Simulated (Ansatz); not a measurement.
# Cd: the cost of one run

Program: Ansatz 0.2.0. Level of theory: DFT PBE, scalar-relativistic, plane waves, PAW. These are calculated values, not measurements.

## Step 1: The structure to begin with

The structure is hexagonal, space group P6_3/mmc (No. 194). Conventional cell: a = 2.979 Å, b = 2.979 Å, c = 5.618 Å, α = 90.00°, β = 90.00°, γ = 120.00°. Cd (site symmetry -6m2) has 12 Cd at 2.98 to 3.29 Å in its first shell of neighbours.

Coordinates:

```cif
data_structure
_symmetry_space_group_name_H-M 'P 1'
_symmetry_Int_Tables_number 1
_cell_length_a 2.9789
_cell_length_b 2.9789
_cell_length_c 5.6177
_cell_angle_alpha 90.000
_cell_angle_beta 90.000
_cell_angle_gamma 120.000
_cell_volume 43.17
loop_
_atom_site_label
_atom_site_type_symbol
_atom_site_fract_x
_atom_site_fract_y
_atom_site_fract_z
_atom_site_occupancy
Cd1 Cd 0.33333 0.66667 0.25000 1
Cd2 Cd 0.66667 0.33333 0.75000 1
```

The cell is taken as given, not relaxed at this level.

## Step 2: The reference cell

Reference values: F = -16508.8893 eV; pressure 2.91 GPa; largest force 0.000 eV/Å; gap on the mesh none (metal). It was computed beforehand with the settings of the runs below.

## Step 3: Next: biaxial against axial strain

The cell is strained by p along both x and y and by q along z, with fractional coordinates fixed.

## Step 4: Point p = -0.050, q = -0.050

Contents of input.yaml:

```yaml
crystal:
  lattice:
    - [2.8299288827, 0.0, 0.0]
    - [-1.4149644413, 2.4507903033, 0.0]
    - [0.0, 0.0, 5.3367675]
  atoms:
    - { symbol: Cd, position: [0.3333333333, 0.6666666667, 0.25] }
    - { symbol: Cd, position: [0.6666666667, 0.3333333333, 0.75] }
basis:
  ecutwfc: 420
kpoints:
  mp_grid: { grid: [18, 18, 8] }
hamiltonian:
  xc: pbe
scf:
  occupations: { method: gaussian, width: 0.15 }
output:
  forces: true
  stress: true
  eigenvalues: true
```

On the command line:

```console
> ansatz run input.yaml --threads 1 --pin off --max-ram 2560MiB --backend cpu --events-out ev --progress --plain --runs-dir out
```

Q: Estimate wall time and peak memory on 1 thread of Arm Neoverse V2, shared host.

About 5.4 s, with a peak of 0.38 GiB.
